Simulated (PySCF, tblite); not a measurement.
# C2H4F3OSi radical: geometry, infrared bands and EPR parameters

Wanted: the infrared bands and EPR parameters of C2H4F3OSi radical (`O[SiH2][CH]C(F)(F)F`), by calculation.

Programs: tblite 0.8.0 and PySCF 2.14.0, with density-fitted response routines of our own. Each step states its level of theory. These are calculated values for one molecule in the gas phase, unless marked as measured. Atoms count from 0, in the outputs and in this text.

## Step 1: The molecule as given

11 atoms, charge 0, multiplicity 2; geometry from: force field or distance geometry start.

Bonds of the start (Å): O0–Si1 1.71, Si1–C2 1.82, C2–C3 1.49, C3–F4 1.39, C3–F5 1.37, C3–F6 1.39, O0–H7 0.98, Si1–H8 1.48, Si1–H9 1.47, C2–H10 1.10.

## Step 2: Relaxing the molecule with GFN2-xTB

What the job is given:

```
{"job": {"kind": "relax", "xc": "GFN2-xTB", "basis": "xTB"}, "charge": 0, "multiplicity": 2}
O      1.905600    -0.914000     0.845300
Si     1.285000     0.387300    -0.077100
C     -0.316800     0.069900    -0.886500
C     -1.467300    -0.220500     0.018800
F     -1.800600    -1.558300    -0.168200
F     -1.233700     0.081800     1.338400
F     -2.575100     0.528800    -0.349000
H      1.225200    -1.526300     1.194300
H      1.302400     1.599800     0.769300
H      2.259800     0.653100    -1.145800
H     -0.579000     0.900900    -1.565600
```

The run is started by

```console
$ OMP_NUM_THREADS=1 python probes_run.py task.json out
```

The driver reads the jobs from task.json and runs them one after another.

**Question.** This job is followed by: GFN2-xTB harmonic vibrations, gas phase; UKS B3LYP, pcH-1 on C F H O Si, non-relativistic, mean-field spin-orbit, GIAO. Predict these results of the whole session: strongest single infrared mode (GFN2-xTB); zero-point energy (GFN2-xTB); g(iso) (B3LYP); ⟨S²⟩; largest a(iso) (averaged by class); potential on the surface of density 0.002 e/bohr³, 1st and 99th percentile.

The runs gave:

| quantity | value |
| --- | --- |
| strongest single infrared mode (GFN2-xTB) | 787 cm⁻¹, 363 km/mol |
| zero-point energy (GFN2-xTB) | 35.6 kcal/mol |
| g(iso) (B3LYP) | 2.00243 |
| ⟨S²⟩ | 0.753 (exact 0.75) |
| largest a(iso) (averaged by class) | 13C on C2, 82.3 MHz |
| potential on the surface of density 0.002 e/bohr³, 1st and 99th percentile | -1.14 V and 2.19 V |

What this shows: Over 84 steps the energy fell by 0.705 eV; of the close pairs, O0–Si1 changed most, 1.712 to 1.611 Å. All 27 modes are real, so the xTB geometry is a minimum. The strongest single mode, at 787 cm⁻¹, moves mainly H7. Unscaled tight-binding wavenumbers are off by several per cent, some by more. Its intensities can rank the bands wrongly. Most of the unpaired spin sits on C2 (1.00 e). The isotropic g lies 0.1 ppt above the free-electron value. These values are for one conformer; the search (at its own cheap level) found 2 more, at 0.40, 0.45 kcal/mol, and measured spectra average over such forms.
